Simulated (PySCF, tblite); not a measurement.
**C6H16OSSi: geometry, infrared bands and NMR shifts**

What infrared bands and NMR shifts should C6H16OSSi (`CO[Si](C)(C)CCCS`) show?

The runs use tblite 0.8.0 and PySCF 2.14.0, with density-fitted response routines of our own; the level of theory stands in each step. All values are computed, except where a source is named. Atoms count from 0, in the outputs and in this text.

## 1. The molecule as given

25 atoms, charge 0, multiplicity 1; geometry from: force field or distance geometry start.

Bonds of the start (Å): C0–O1 1.41, O1–Si2 1.68, Si2–C3 1.86, Si2–C4 1.88, Si2–C5 1.91, C5–C6 1.54, C6–C7 1.54, C7–S8 1.82, C0–H9 1.10, C0–H10 1.09, C0–H11 1.10, C3–H12 1.10, C3–H13 1.10, C3–H14 1.10, C4–H15 1.09, C4–H16 1.09, C4–H17 1.10, C5–H18 1.09, C5–H19 1.09, C6–H20 1.10, C6–H21 1.09, C7–H22 1.09, C7–H23 1.09, S8–H24 1.34.

## 2. Optimising the geometry with GFN2-xTB

What the job is given:

```
{"job": {"kind": "relax", "xc": "GFN2-xTB", "basis": "xTB"}, "charge": 0, "multiplicity": 1}
C     -1.756700     2.014900     0.965500
O     -0.680200     1.414300     0.279700
Si    -0.834000    -0.151800    -0.303100
C     -1.194400    -1.365900     1.064100
C     -2.231100    -0.247800    -1.564600
C      0.772100    -0.675600    -1.186400
C      2.044000    -0.755500    -0.324500
C      2.605500     0.615600     0.078300
S      4.186500     0.418100     0.951400
H     -2.637500     2.123500     0.311200
H     -1.457100     3.018000     1.276000
H     -2.042300     1.452500     1.867700
H     -2.164600    -1.161500     1.551200
H     -1.214500    -2.396100     0.680200
H     -0.423600    -1.310100     1.846500
H     -2.297700    -1.252200    -1.981600
H     -3.191500    -0.002000    -1.108400
H     -2.054900     0.453000    -2.389900
H      0.584300    -1.664100    -1.603800
H      0.949200     0.006800    -2.020900
H      1.847800    -1.356900     0.578700
H      2.800600    -1.291500    -0.906400
H      2.777100     1.235700    -0.800700
H      1.909500     1.138900     0.737000
H      3.692500    -0.235900     2.011800
```

Launch:

```bash
$ OMP_NUM_THREADS=1 python probes_run.py task.json out
```

The driver reads the jobs from task.json and runs them one after another.

**Question.** This job is followed by: GFN2-xTB harmonic vibrations, gas phase; GIAO PBE0/pcSseg-1 NMR shielding, non-relativistic, gas phase. What will the session give for the following? strongest single infrared mode (GFN2-xTB); zero-point energy (GFN2-xTB); ¹³C shifts against TMS (PBE0/pcSseg-1, means over atoms taken as alike); ¹H shifts against TMS (PBE0/pcSseg-1, means over atoms taken as alike); ¹⁷O shifts against H2O (PBE0/pcSseg-1); ²⁹Si shifts against TMS (PBE0/pcSseg-1); ³³S shifts against CS2 (PBE0/pcSseg-1); surface potential, 1st and 99th percentile.

The runs gave:

| quantity | value |
| --- | --- |
| strongest single infrared mode (GFN2-xTB) | 862 cm⁻¹, 194 km/mol |
| zero-point energy (GFN2-xTB) | 130.0 kcal/mol |
| ¹³C shifts against TMS (PBE0/pcSseg-1, means over atoms taken as alike) | 51.9, 36.5, 32.4, 20.3, -2.6 ppm |
| ¹H shifts against TMS (PBE0/pcSseg-1, means over atoms taken as alike) | 3.71, 2.67, 1.70, 1.23, 0.54, 0.04 ppm |
| ¹⁷O shifts against H2O (PBE0/pcSseg-1) | 24.6 ppm |
| ²⁹Si shifts against TMS (PBE0/pcSseg-1) | 15.6 ppm |
| ³³S shifts against CS2 (PBE0/pcSseg-1) | -79 ppm |
| surface potential, 1st and 99th percentile | -1.25 V and 0.92 V |

In words: The optimisation took 85 steps and gained 0.163 eV; among the close pairs (by a distance rule), Si2–C3 changed most, from 1.864 to 1.911 Å. No mode is imaginary among the 69: a minimum at this level. The strongest single mode, at 862 cm⁻¹, has its largest shares on Si2, H15 and H13 (the list is cut at 3 atoms). Unscaled tight-binding wavenumbers are off by several per cent, some by more. Its intensities can rank the bands wrongly. C0 (methyl carbon bonded to O) lies farthest downfield among carbon, at 51.9 ppm; pulled downfield by the heteroatom. H9, H10, H11 (mean) (hydrogen on a methyl carbon bonded to O) lies farthest downfield among hydrogen, at 3.71 ppm; its carbon carries O, an electronegative neighbour. At PBE0/pcSseg-1: The widest tensor belongs to S8: span 373 ppm, with a paramagnetic part of -471 ppm.
